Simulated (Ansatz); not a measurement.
**C₂H₅BOS₂: basis-set convergence**

Aim: see how fast density functionals converge with the basis set for C₂H₅BOS₂.

Program: Ansatz 0.2.0, Gaussian basis. Level of theory: one geometry, several basis sets. These are calculated values, not measurements.

Levels to be run: PBE0-D4/def2-SVP; ωB97M-V/def2-SVP; PBE0-D4/def2-QZVPP; ωB97M-V/def2-QZVPP; the functionals' def2-TZVPP values are taken from earlier runs.

## (1) The geometry

All runs share one geometry, relaxed beforehand with PBE0-D4 in a triple-zeta def2 set.

11 atoms, charge 0, spin multiplicity 1.

Atoms are counted from 1 here; the program's logs count them from 0.

Bond lengths: B1–C2 1.607 Å, B1–S5 1.983 Å, B1–H7 1.203 Å, B1–H8 1.202 Å, C2–O3 1.172 Å, C2–S4 1.963 Å, S4–S5 2.048 Å, S5–C6 1.798 Å, C6–H9 1.089 Å, C6–H10 1.092 Å, C6–H11 1.088 Å. Angles: C2–B1–S5 92.9°, C2–B1–H7 110.9°, C2–B1–H8 117.2°, S5–B1–H7 107.5°, S5–B1–H8 110.3°, H7–B1–H8 115.5°, B1–C2–O3 138.2°, B1–C2–S4 99.5°, O3–C2–S4 122.2°, C2–S4–S5 81.3°, B1–S5–S4 85.4°, B1–S5–C6 102.8°, S4–S5–C6 104.0°, S5–C6–H9 109.0°, S5–C6–H10 106.6°, S5–C6–H11 109.7°, H9–C6–H10 110.0°, H9–C6–H11 111.2° and more.

## (2) PBE0-D4 in def2-SVP

Contents of in.yaml:

```yaml
crystal:
  periodic: [false, false, false]
  atoms:
    - {symbol: B, position_ang: [0.240267, -0.939396, -0.920225]}
    - {symbol: C, position_ang: [0.868901, -1.558017, 0.423001]}
    - {symbol: O, position_ang: [1.796916, -2.200528, 0.737693]}
    - {symbol: S, position_ang: [-0.508641, -1.008790, 1.708721]}
    - {symbol: S, position_ang: [-1.200499, -0.000074, 0.066116]}
    - {symbol: C, position_ang: [-0.532003, 1.657526, 0.261804]}
    - {symbol: H, position_ang: [-0.277202, -1.797136, -1.585708]}
    - {symbol: H, position_ang: [0.912580, -0.149246, -1.527379]}
    - {symbol: H, position_ang: [-1.061764, 2.159790, 1.069601]}
    - {symbol: H, position_ang: [-0.708342, 2.179004, -0.680928]}
    - {symbol: H, position_ang: [0.535188, 1.599866, 0.468004]}
basis:
  gaussian: {orbitals: def2-SVP}
hamiltonian: {xc: pbe0, dispersion: d4}
output: {orbitals: {seedname: orbitals}}
```

After this run come: ωB97M-V in def2-SVP; PBE0-D4 in def2-QZVPP; ωB97M-V in def2-QZVPP.

Before running them: what should the planned runs give, taken together? Wanted: PBE0-D4: double and triple zeta above quadruple; ωB97M-V: double and triple zeta above quadruple.

The runs gave:

| quantity | value |
| --- | --- |
| PBE0-D4: double and triple zeta above quadruple | 14.20, 0.92 eV |
| ωB97M-V: double and triple zeta above quadruple | 14.32, 0.87 eV |

**Reading.** PBE0-D4 gains 13.27 eV from double to triple zeta, then 0.92 eV more. These are total energies; as a rule much of such shifts cancels in differences, which this series doesn't test.
